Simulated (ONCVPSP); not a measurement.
# An ONCV potential for chlorine, from input to tests

Aim: build the potential from the settings below, then test how well it stands in for the atom: other configurations, scattering, ghost states and the plane-wave cutoff that it needs.

The numbers are computed with ONCVPSP 4.0.1.1 (patched build) (PBE, scalar-relativistic, spin-unpolarised reference atom).

**1. The atom and the settings**

The settings as typed:

```json
{
  "element": "chlorine (Cl, Z = 17)",
  "type": "optimised norm-conserving Vanderbilt (ONCV)",
  "frozen core": "[Ne]",
  "valence charge": "7",
  "reference configuration": "3s2 3p5",
  "partial waves": "3s: rc 1.15 bohr, ncon 4, nbas 7, qcut 4.9 1/bohr, 2 projectors, debl 0.8 Ha; 3p: rc 1.00 bohr, ncon 3, nbas 6, qcut 9.3 1/bohr, 2 projectors, debl 2.4 Ha; d scattering state at 0.34 Ha: rc 0.90 bohr, ncon 3, nbas 6, qcut 10.7 1/bohr, 2 projectors, debl 2 Ha",
  "local potential": "polynomial inside 0.75 bohr (lpopt 5, dvloc0 0 Ha)",
  "core correction": "Teter function, fcfact 2.25, rcfact 1.05"
}
```

The outer shells as boxes (Hund's rule for the drawing; the calculation is spin-unpolarised):

```
[Ne] core
3s [↑↓]
3p [↑↓][↑↓][↑ ]
```

The nodes and maxima of the atom's own shells, from an earlier all-electron run, set the scale for the radii.

All-electron outer shells of the reference configuration (PBE, scalar-relativistic, ld1.x):

| shell | level (eV) | outermost node (bohr) | outermost maximum (bohr) |
| --- | --- | --- | --- |
| 2s | -252.70 | 0.12 | 0.36 |
| 2p | -191.63 | – | 0.30 |
| 3s | -20.69 | 0.55 | 1.29 |
| 3p | -8.59 | 0.53 | 1.43 |

**2. Generating the potential**

Cl.dat reads:

```
# ATOM AND REFERENCE CONFIGURATION
# atsym  z   nc   nv     iexc    psfile
  Cl 17.00    3    2        4      upf
#
#   n    l    f
    1    0    2.00
    2    0    2.00
    2    1    6.00
    3    0    2.00
    3    1    5.00
#
# PSEUDOPOTENTIAL AND OPTIMIZATION
# lmax
    2
#
#   l,   rc,      ep,       ncon, nbas, qcut
    0    1.15    0.00    4    7    4.90
    1    1.00    0.00    3    6    9.30
    2    0.90    0.34    3    6   10.70
#
# LOCAL POTENTIAL
# lloc, lpopt,  rc(5),   dvloc0
    4    5    0.75    0.00
#
# VANDERBILT-KLEINMAN-BYLANDER PROJECTORs
# l, nproj, debl
    0    2    0.80
    1    2    2.40
    2    2    2.00
#
# MODEL CORE CHARGE
# icmod, fcfact, rcfact
    3    2.25    1.05
#
# LOG DERIVATIVE ANALYSIS
# epsh1, epsh2, depsh
   -2.00    5.00    0.02
#
# OUTPUT GRID
# rlmax, drl
    6.00    0.01
#
# TEST CONFIGURATIONS
# ncnf
    4
# nvcnf
#   n    l    f
    2
    3    0    2.00
    3    1    4.00
#
    2
    3    0    2.00
    3    1    3.00
#
    2
    3    0    2.00
    3    1    2.00
#
    2
    3    0    2.00
    3    1    1.00
#
```

Started as:

```sh
$ oncvpsp.x < Cl.dat > Cl.out
```

Q: Predict the outcome of this session. Wanted: cutoffs for 1 and 0.1 mHa per electron, occupied waves; bound ghosts; GHOST(+) flags; largest test error; largest phase difference near zero energy, channels read; rms error of d²Exc/dn², without and with the model core.

**Answer**, as computed:

```
                                                quantity                 value
  cutoffs for 1 and 0.1 mHa per electron, occupied waves      39 Ha and 114 Ha
                                            bound ghosts       p at -124.35 eV
                                          GHOST(+) flags            s at 79 eV
                            largest test error (AE − PS)  +53 meV, for 3s2 3p1
largest phase difference near zero energy, channels read             0.001 rad
 rms error of d²Exc/dn², without and with the model core     1.40 and 1.05 mHa
```

In words: It has a bound ghost (p), a state that the atom doesn't have, and that rules the file out. By total energies transferability is fair: the largest error is 53 meV on 129.9 eV, for 3s2 3p1. That test lies far up in energy; among those under 40 eV, nearer to bonding, the largest error is 6.8 meV. It counts as hard, with 39 Ha needed at the looser tolerance. The tighter tolerance needs 114 Ha, and converged work needs a cutoff nearer that. At the looser tolerance the 3p wave is the slowest; 3s needs 24 Ha. That counts occupied waves only; other projectors can need more. Near zero energy the phases of the channels with partial waves agree within 0.001 rad. The program also flags highly localised states, GHOST(+) (s).
